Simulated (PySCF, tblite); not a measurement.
**C₂H₁₀NSi₂ radical, a small gas-phase stand-in for a defect centre (C site with back bonds N[SiH3], C[SiH3], [H]): EPR parameters**

What EPR parameters should one expect for `[SiH3]C[CH]N[SiH3]`? It is drawn as: dangling bond.

Computed with tblite 0.8.0 and PySCF 2.14.0; each step states its level. No surroundings beyond the atoms listed, unless a continuum is named. Atoms count from 0, parts from 1.

### 1 Starting point

15 atoms, charge 0, multiplicity 2; geometry: distance geometry start.

### 2 Geometry optimisation with GFN2-xTB

The job: settings as JSON, then the geometry in Å.

```
{"job": {"kind": "relax", "xc": "GFN2-xTB", "basis": "xTB"}, "charge": 0, "multiplicity": 2}
C      0.096834     0.392950     0.021344
N      1.257234    -0.497923     0.209618
Si     2.794942    -0.069042     0.778103
C     -1.047509    -0.023813    -0.857133
Si    -2.718479     0.049406    -0.015698
H      0.086353     1.396015     0.481204
H      1.335490    -1.214946    -0.478357
H      3.544195    -1.337450     1.080359
H      2.660904     0.768341     1.977954
H      3.531983     0.670334    -0.294476
H     -1.079232     0.666413    -1.719879
H     -0.897120    -1.014089    -1.240677
H     -2.779693    -0.906110     1.125588
H     -3.771176    -0.320713    -0.984343
H     -2.985121     1.389548     0.505591
```

Method: GFN2-xTB geometry optimisation, gas phase.

The run is started by

```bash
$ OMP_NUM_THREADS=1 python cluster_run.py task.json out
```

The driver reads the jobs from task.json and runs them one after another.

What it wrote:

```text
step      E/eV     max force
  0    -427.26383    3.464
  1    -427.47464    1.106
  2    -427.51829    0.743
  3    -427.55846    0.466
  4    -427.57578    0.389
  5    -427.59229    0.392
  6    -427.60413    0.385
  7    -427.61782    0.358
  8    -427.62776    0.333
  9    -427.63439    0.187
 10    -427.63857    0.192
 11    -427.64292    0.193
 12    -427.64761    0.244
 13    -427.65138    0.177
 14    -427.65362    0.096
 15    -427.65524    0.106
 16    -427.65701    0.129
 17    -427.65857    0.120
 18    -427.65971    0.086
 19    -427.66074    0.082
 20    -427.66205    0.110
 21    -427.66386    0.142
 22    -427.66576    0.140
 23    -427.66721    0.091
 24    -427.66841    0.092
 25    -427.67007    0.151
 26    -427.67266    0.213
 27    -427.67575    0.196
 28    -427.67832    0.127
 29    -427.68029    0.121
 30    -427.68245    0.172
 31    -427.68604    0.281
 32    -427.69182    0.328
 33    -427.69815    0.239
 34    -427.70260    0.172
 35    -427.70450    0.195
 36    -427.70598    0.143
 37    -427.70709    0.094
 38    -427.70916    0.100
 39    -427.71011    0.080
 40    -427.71155    0.087
 41    -427.71291    0.084
 42    -427.71394    0.106
 43    -427.71514    0.098
 44    -427.71636    0.085
 45    -427.71753    0.094
 46    -427.71860    0.067
 47    -427.71967    0.076
 48    -427.72046    0.083
 49    -427.72157    0.080
 50    -427.72308    0.108
 51    -427.72538    0.125
 52    -427.72829    0.126
 53    -427.73096    0.116
 54    -427.73305    0.124
 55    -427.73440    0.197
 56    -427.73500    0.153
 57    -427.73652    0.071
 58    -427.73731    0.083
 59    -427.73792    0.052
 60    -427.73836    0.058
 61    -427.73900    0.071
 62    -427.73962    0.053
 63    -427.74027    0.041
 64    -427.74062    0.040
 65    -427.74087    0.037
 66    -427.74117    0.038
 67    -427.74169    0.046
 68    -427.74252    0.050
 69    -427.74360    0.045
 70    -427.74466    0.063
 71    -427.74552    0.071
 72    -427.74635    0.071
 73    -427.74737    0.093
 74    -427.74840    0.067
 75    -427.74918    0.076
 76    -427.74972    0.079
 77    -427.75027    0.066
 78    -427.75101    0.084
 79    -427.75214    0.077
 80    -427.75317    0.065
 81    -427.75398    0.062
 82    -427.75445    0.063
 83    -427.75481    0.073
 84    -427.75518    0.050
 85    -427.75544    0.043
 86    -427.75563    0.039
 87    -427.75576    0.033
 88    -427.75588    0.021
 89    -427.75600    0.022
 90    -427.75609    0.022
 91    -427.75615    0.019
 92    -427.75621    0.020
 93    -427.75627    0.015
 94    -427.75633    0.015
 95    -427.75636    0.016
 96    -427.75640    0.012
 97    -427.75642    0.012
 98    -427.75645    0.012
 99    -427.75647    0.012
100    -427.75649    0.011
101    -427.75650    0.009
102    -427.75652    0.008
```

It took 2.9 s on 1 thread of Arm Neoverse V1, shared host.

Step by step:

| step | energy from step 0 (eV) | largest force (eV/Å) |
| --- | --- | --- |
| 0 | 0.0000 | 3.4637 |
| 4 | -0.3120 | 0.3896 |
| 8 | -0.3639 | 0.3332 |
| 12 | -0.3838 | 0.2438 |
| 16 | -0.3932 | 0.1291 |
| 20 | -0.3982 | 0.1098 |
| 24 | -0.4046 | 0.0923 |
| 28 | -0.4145 | 0.1271 |
| 32 | -0.4280 | 0.3280 |
| 36 | -0.4422 | 0.1437 |
| 40 | -0.4477 | 0.0865 |
| 44 | -0.4525 | 0.0840 |
| 48 | -0.4566 | 0.0827 |
| 52 | -0.4645 | 0.1259 |
| 56 | -0.4712 | 0.1530 |
| 60 | -0.4745 | 0.0585 |
| 64 | -0.4768 | 0.0400 |
| 68 | -0.4787 | 0.0501 |
| 72 | -0.4825 | 0.0711 |
| 76 | -0.4859 | 0.0790 |
| 80 | -0.4893 | 0.0650 |
| 84 | -0.4914 | 0.0498 |
| 88 | -0.4921 | 0.0214 |
| 92 | -0.4924 | 0.0193 |
| 96 | -0.4926 | 0.0124 |
| 100 | -0.4927 | 0.0116 |
| 102 | -0.4927 | 0.0075 |

Close pairs (by a distance rule), those that changed most:

| bond | before (Å) | after (Å) | change (Å) |
| --- | --- | --- | --- |
| C0–N1 | 1.475 | 1.371 | -0.104 |
| C3–Si4 | 1.872 | 1.930 | +0.057 |
| Si2–H7 | 1.504 | 1.460 | -0.044 |
| C0–C3 | 1.502 | 1.468 | -0.034 |
| N1–Si2 | 1.695 | 1.727 | +0.032 |
| C0–H5 | 1.104 | 1.075 | -0.029 |
| Si2–H9 | 1.497 | 1.469 | -0.028 |
| Si4–H12 | 1.490 | 1.465 | -0.025 |

### 3 Geometry optimisation at PBE0-D3(BJ)/def2-SVP

The job: settings as JSON, then the geometry in Å.

```
{"job": {"xc": "PBE0", "basis": "def2-SVP", "d3": "d3bj", "grid": 2, "kind": "geom", "shake": 0.01}, "charge": 0, "multiplicity": 2}
C      0.286273     0.471620    -0.673650
N      1.118603    -0.416524    -0.117383
Si     2.420335    -0.074796     0.940720
C     -0.995746     0.089337    -1.237657
Si    -2.318943    -0.036136     0.188187
H      0.461422     1.535568    -0.463259
H      0.864632    -1.369546    -0.295566
H      3.016653    -1.387132     1.215606
H      1.979222     0.609929     2.189997
H      3.390854     0.815094     0.282594
H     -1.379487     0.805070    -1.966938
H     -0.941516    -0.883852    -1.718118
H     -1.809543    -0.967268     1.169241
H     -3.629790    -0.510546    -0.275866
H     -2.473893     1.293811     0.776765
```

What it wrote:

```text
step   0  E = -715.23119491  max force = 0.047367
step   1  E = -715.23816789  max force = 0.006900
step   2  E = -715.23773516  max force = 0.009627
step   3  E = -715.23824558  max force = 0.004086
step   4  E = -715.23840965  max force = 0.001399
step   5  E = -715.23842928  max force = 0.000577
step   6  E = -715.23844919  max force = 0.000785
step   7  E = -715.23847536  max force = 0.001140
step   8  E = -715.23850176  max force = 0.001119
step   9  E = -715.23852065  max force = 0.000521
step  10  E = -715.23852959  max force = 0.000252
optimisation converged
```

It took 3 min on 1 thread of Arm Neoverse V1, shared host; peak memory 0.71 GiB.

The steps of the relaxation: (the energy doesn't fall at every step)

| step | energy from step 0 (eV) | largest force component (eV/Å) |
| --- | --- | --- |
| 0 | 0.0000 | 2.4357 |
| 1 | -0.1897 | 0.3548 |
| 2 | -0.1780 | 0.4950 |
| 3 | -0.1919 | 0.2101 |
| 4 | -0.1963 | 0.0719 |
| 5 | -0.1969 | 0.0297 |
| 6 | -0.1974 | 0.0404 |
| 7 | -0.1981 | 0.0586 |
| 8 | -0.1988 | 0.0575 |
| 9 | -0.1993 | 0.0268 |
| 10 | -0.1996 | 0.0130 |

Distances of close pairs at the start and the end, largest changes first:

| bond | before (Å) | after (Å) | change (Å) |
| --- | --- | --- | --- |
| C0–N1 | 1.338 | 1.390 | +0.052 |
| Si4–H12 | 1.445 | 1.496 | +0.051 |
| C3–Si4 | 1.949 | 1.907 | -0.042 |
| C0–C3 | 1.452 | 1.485 | +0.034 |
| Si4–H14 | 1.463 | 1.495 | +0.032 |
| N1–Si2 | 1.712 | 1.744 | +0.032 |
| Si4–H13 | 1.469 | 1.498 | +0.029 |
| Si2–H9 | 1.472 | 1.497 | +0.025 |

The next job starts from the end point, and lists it.

| at the end point | value |
| --- | --- |
| point group (found at 0.08 Å tolerance) | C1 |
| rotational constants (GHz, main isotopes) | 7.363, 1.175, 1.082 |
| dipole moment (D) | 0.84 |
| ⟨S²⟩ | 0.754 |

### 4 EPR parameters: B3LYP/IGLO-III+pcH-1

The job: settings as JSON, then the geometry in Å.

```
{"job": {"kind": "epr"}, "charge": 0, "multiplicity": 2}
C      0.417605     0.764555    -0.745886
N      1.186975    -0.164203    -0.054890
Si     2.580736     0.191932     0.930233
C     -0.940141     0.392791    -1.220069
Si    -2.176666     0.136301     0.208674
H      0.653209     1.815415    -0.552814
H      0.954065    -1.136080    -0.229456
H      3.076919    -1.120659     1.434654
H      2.217405     1.088199     2.071549
H      3.663687     0.877259     0.155747
H     -1.341010     1.175893    -1.882981
H     -0.918700    -0.537380    -1.820886
H     -1.705875    -0.971323     1.097340
H     -3.541973    -0.220047    -0.295498
H     -2.274252     1.387699     1.020924
```

Method: UKS B3LYP, IGLO-III on C N Si, pcH-1 on H, non-relativistic, mean-field spin-orbit, GIAO.

What it wrote:

```text
UKS, coarse grid
  cycle   1  E = -716.00059721  |g| = 3.18e-01
  cycle   2  E = -715.96856065  |g| = 4.00e-01
  cycle   3  E = -716.04237221  |g| = 6.51e-02
  cycle   4  E = -716.04415258  |g| = 2.46e-02
  cycle   5  E = -716.04441096  |g| = 1.00e-02
  cycle   6  E = -716.04445824  |g| = 2.38e-03
  cycle   7  E = -716.04446227  |g| = 1.38e-03
  cycle   8  E = -716.04446382  |g| = 3.55e-04
UKS, final grid
  cycle   1  E = -716.04444656  |g| = 3.99e-04
  cycle   2  E = -716.04444651  |g| = 5.21e-04
  cycle   3  E = -716.04444665  |g| = 5.20e-05
  cycle   4  E = -716.04444665  |g| = 2.30e-05
E = -716.04444665 Eh   <S^2> = 0.7539 (exact 0.7500)
g shifts (ppm)      1          2          3
  rmc          -164       -164       -164
  gc              4         25         40
  oz_so           5        586       1414
  total        -155        447       1290
hyperfine (MHz)  atom isotope    a_iso     a_fc   dipolar eigenvalues
    0   13C     120.54     120.67    -67.35    -66.18    133.52
    1   14N       1.75       1.78     -8.45     -7.68     16.13
    2  29Si       5.45       5.42     -3.27      1.44      1.84
    3   13C     -20.71     -20.72     -2.35     -1.55      3.90
    4  29Si    -118.40    -118.56    -17.27      8.09      9.18
    5    1H     -47.40     -47.42    -31.91     -0.09     32.00
    6    1H      -7.31      -7.32     -9.85     -3.92     13.77
    7    1H      -2.44      -2.44     -2.28     -1.41      3.69
    8    1H      10.29      10.29     -2.02     -1.68      3.70
    9    1H      13.60      13.60     -1.97     -1.67      3.64
   10    1H      13.89      13.89     -4.58     -3.73      8.31
   11    1H      57.21      57.21     -4.33     -3.59      7.92
   12    1H      -0.76      -0.76     -2.35     -0.90      3.24
   13    1H      18.58      18.57     -1.87     -0.74      2.61
   14    1H      -3.21      -3.21     -2.36     -1.19      3.56
```

Wall time 89 s (1 thread of Arm Neoverse V1, shared host); peak memory 1 GiB.

Principal g values 2.00216, 2.00277, 2.00361; g(iso) = 2.00285, against 2.00232 for a free electron.

Hyperfine couplings, nucleus by nucleus at this fixed geometry (no averaging over rotations):

| nuclei | isotope | a(iso) (MHz) | a(iso) (G, at g = 2.0023) | largest dipolar term (MHz) |
| --- | --- | --- | --- | --- |
| C0 | 13C | 120.5 | 43.0 | 133.5 |
| Si4 | 29Si | -118.4 | -42.2 | -17.3 |
| H11 | 1H | 57.2 | 20.4 | 7.9 |
| H5 | 1H | -47.4 | -16.9 | 32.0 |
| C3 | 13C | -20.7 | -7.4 | 3.9 |
| H13 | 1H | 18.6 | 6.6 | 2.6 |
| H10 | 1H | 13.9 | 5.0 | 8.3 |
| H9 | 1H | 13.6 | 4.9 | 3.6 |
| H8 | 1H | 10.3 | 3.7 | 3.7 |
| H6 | 1H | -7.3 | -2.6 | 13.8 |
| Si2 | 29Si | 5.5 | 1.9 | -3.3 |
| H14 | 1H | -3.2 | -1.1 | 3.6 |
| H7 | 1H | -2.4 | -0.9 | 3.7 |
| N1 | 14N | 1.7 | 0.6 | 16.1 |

Mulliken spin populations:

C0 0.86; N1 0.12; Si2 0.02; C3 -0.07; Si4 0.07; H5 -0.05; H6 -0.01; H7 0.00; H8 0.01; H9 0.01; H10 0.01; H11 0.02; H12 0.00; H13 0.01; H14 0.00

In first order the couplings over 0.8 MHz of 1H, 14N give 1533 distinct lines over 63.3 G.

The fields below are evaluated on a grid from the run's orbitals.

ELF in a plane through or near 6 of the atoms.

Values, 10 rows by 14 columns:
```
0.00 0.00 0.00 0.00 0.00 0.00 0.00 0.00 0.00 0.00 0.00 0.00 0.00 0.00
0.00 0.00 0.00 0.00 0.00 0.00 0.01 0.01 0.00 0.00 0.00 0.00 0.00 0.00
0.00 0.00 0.01 0.16 0.02 0.02 0.51 0.28 0.08 0.94 0.41 0.00 0.00 0.00
0.00 0.00 0.93 1.00 0.75 0.02 0.66 0.68 0.50 1.00 0.74 0.00 0.00 0.00
0.00 0.02 0.99 1.00 0.93 0.26 0.49 0.30 0.62 0.73 0.08 0.08 0.05 0.00
0.00 0.00 0.18 0.56 0.80 0.55 0.66 0.34 0.52 0.24 0.50 0.97 0.89 0.00
0.00 0.00 0.02 0.26 0.36 0.26 0.31 0.01 0.37 0.30 0.38 0.99 0.95 0.00
0.00 0.00 0.01 0.08 0.18 0.06 0.01 0.05 0.80 0.70 0.16 0.40 0.26 0.00
0.00 0.00 0.00 0.01 0.01 0.00 0.00 0.03 0.51 0.35 0.02 0.01 0.00 0.00
0.00 0.00 0.00 0.00 0.00 0.00 0.00 0.00 0.00 0.00 0.00 0.00 0.00 0.00
```
The map spans 12.4 Å across and 8.9 Å up, centred on the molecule. Atoms in the plane (x, y in Å): C0 (-0.1, 0.9), Si2 (-2.6, -0.3), C3 (1.3, 0.9), Si4 (2.2, -0.8), H9 (-3.5, 0.9), H10 (1.9, 1.7).

log10 of the density (e/Å³) in the same plane.

Values, 10 rows by 14 columns:
```
-4.0 -4.0 -4.0 -4.0 -4.0 -4.0 -4.0 -4.0 -4.0 -4.0 -4.0 -4.0 -4.0 -4.0
-4.0 -4.0 -4.0 -4.0 -4.0 -3.5 -3.1 -3.1 -3.2 -3.1 -3.6 -4.0 -4.0 -4.0
-4.0 -4.0 -3.1 -2.6 -2.7 -2.5 -1.9 -1.7 -1.7 -1.3 -2.2 -3.4 -4.0 -4.0
-4.0 -3.3 -1.9 -1.1 -1.4 -1.8 -0.8 -0.4 -0.5  0.3 -1.4 -2.9 -3.9 -4.0
-4.0 -2.9 -1.2  0.1 -0.3 -0.8 -0.1  0.6  0.1 -0.1 -1.3 -2.0 -2.7 -4.0
-4.0 -3.1 -1.6 -0.6  1.2 -0.3 -0.2 -0.7 -0.5 -0.2 -0.5 -0.9 -1.8 -3.3
-4.0 -3.5 -2.1 -1.0 -0.4 -0.9 -1.3 -1.7 -0.8  0.5 -0.4 -0.6 -1.7 -3.2
-4.0 -3.9 -2.6 -1.8 -1.4 -1.8 -2.4 -2.1 -1.0 -0.7 -1.2 -1.7 -2.4 -3.7
-4.0 -4.0 -3.5 -2.8 -2.6 -2.9 -3.4 -2.7 -1.9 -1.8 -2.3 -2.8 -3.4 -4.0
-4.0 -4.0 -4.0 -4.0 -4.0 -4.0 -4.0 -3.9 -3.3 -3.2 -3.6 -4.0 -4.0 -4.0
```
The map spans 12.4 Å across and 8.9 Å up, centred on the molecule. Atoms in the plane (x, y in Å): C0 (-0.1, 0.9), Si2 (-2.6, -0.3), C3 (1.3, 0.9), Si4 (2.2, -0.8), H9 (-3.5, 0.9), H10 (1.9, 1.7).

On the surface of density 0.002 e/bohr³ the electrostatic potential runs, from the 1st to the 99th percentile, from -0.64 V near C0 to 1.74 V near H6.

The spin density lies nearest to C0 56 %; N1 12 %.

### 5 EPR parameters: BHandHLYP/IGLO-III+pcH-1

Same as in step 4 but for these lines:

```diff
@@ -1,2 +1,2 @@
-{"job": {"kind": "epr"}, "charge": 0, "multiplicity": 2}
+{"job": {"kind": "epr", "xc": "BHandHLYP"}, "charge": 0, "multiplicity": 2}
 C      0.417605     0.764555    -0.745886
```

Level: UKS BHandHLYP, IGLO-III on C N Si, pcH-1 on H, non-relativistic, mean-field spin-orbit, GIAO.

What it wrote:

```text
UKS, coarse grid
  cycle   1  E = -715.86989489  |g| = 2.38e-01
  cycle   2  E = -715.89181197  |g| = 1.55e-01
  cycle   3  E = -715.90154695  |g| = 5.24e-02
  cycle   4  E = -715.90298229  |g| = 1.43e-02
  cycle   5  E = -715.90312792  |g| = 6.17e-03
  cycle   6  E = -715.90316282  |g| = 2.60e-03
  cycle   7  E = -715.90317239  |g| = 7.74e-04
UKS, final grid
  cycle   1  E = -715.90316016  |g| = 5.25e-04
  cycle   2  E = -715.90316034  |g| = 4.83e-04
  cycle   3  E = -715.90316046  |g| = 1.35e-04
  cycle   4  E = -715.90316050  |g| = 7.12e-05
  cycle   5  E = -715.90316051  |g| = 1.51e-05
E = -715.90316051 Eh   <S^2> = 0.7565 (exact 0.7500)
g shifts (ppm)      1          2          3
  rmc          -167       -167       -167
  gc              3         25         35
  oz_so          -0        494       1330
  total        -164        352       1198
hyperfine (MHz)  atom isotope    a_iso     a_fc   dipolar eigenvalues
    0   13C     155.11     155.25    -70.96    -69.10    140.07
    1   14N       3.88       3.91     -8.04     -7.48     15.52
    2  29Si       7.22       7.21     -2.46      0.97      1.49
    3   13C     -29.56     -29.57     -2.27     -1.51      3.79
    4  29Si    -113.11    -113.27    -16.85      7.71      9.14
    5    1H     -60.81     -60.82    -34.55     -0.29     34.84
    6    1H      -9.06      -9.07     -9.84     -4.24     14.08
    7    1H      -2.25      -2.25     -2.13     -1.45      3.58
    8    1H       7.74       7.74     -1.99     -1.72      3.72
    9    1H      10.48      10.48     -1.96     -1.74      3.70
   10    1H      15.74      15.74     -4.93     -3.81      8.74
   11    1H      59.34      59.34     -4.79     -3.49      8.28
   12    1H      -0.79      -0.79     -2.29     -1.03      3.32
   13    1H      17.82      17.82     -1.73     -0.72      2.45
   14    1H      -3.06      -3.06     -2.36     -1.31      3.67
```

Wall time 89 s (1 thread of Arm Neoverse V1, shared host); peak memory 1 GiB.

In short: g(iso) 2.00278.

### 6 Comparing the runs: EPR parameters

g, ⟨S²⟩ and isotropic hyperfine couplings (MHz), with basis size and wall time:

| run | g(iso) | ⟨S²⟩ | 13C C0 | 29Si Si4 | 1H H11 | 1H H5 | 13C C3 | functions | time |
| --- | --- | --- | --- | --- | --- | --- | --- | --- | --- |
| B3LYP/IGLO-III+pcH-1 | 2.00285 | 0.754 | 120.5 | -118.4 | 57.2 | -47.4 | -20.7 | 293 | 89 s |
| BHandHLYP/IGLO-III+pcH-1 | 2.00278 | 0.756 | 155.1 | -113.1 | 59.3 | -60.8 | -29.6 | 293 | 89 s |

### 7 What came out

| quantity | value |
| --- | --- |
| point group | C1 |
| rotational constants (main isotopes) | 7.36, 1.18, 1.08 GHz |
| g(iso) (B3LYP) | 2.00285 |
| ⟨S²⟩ | 0.754 (exact 0.75) |
| largest a(iso) | 13C on C0, 120.5 MHz |
| potential on the surface of density 0.002 e/bohr³, 1st and 99th percentile | -0.64 V and 1.74 V |

**Reading.** The start of the PBE0/def2-SVP relaxation was shaken at random by about 0.01 Å, so part of the energy gained, and of the first lengths quoted, undoes that. Relaxing lowered the energy by 0.200 eV in 10 steps; the close pair that moved most is C0–N1, from 1.338 to 1.390 Å (PBE0/def2-SVP). Most of the unpaired spin sits on C0 (0.86 e). The isotropic g lies 0.5 ppt above the free-electron value. The coupling of 13C on C0 runs from 120.5 (B3LYP/IGLO-III+pcH-1) to 155.1 MHz (BHandHLYP/IGLO-III+pcH-1). A capped cluster stands for the solid here, so long-range fields and strain are missing, and bands or shifts of the capping hydrogens have no counterpart in it.
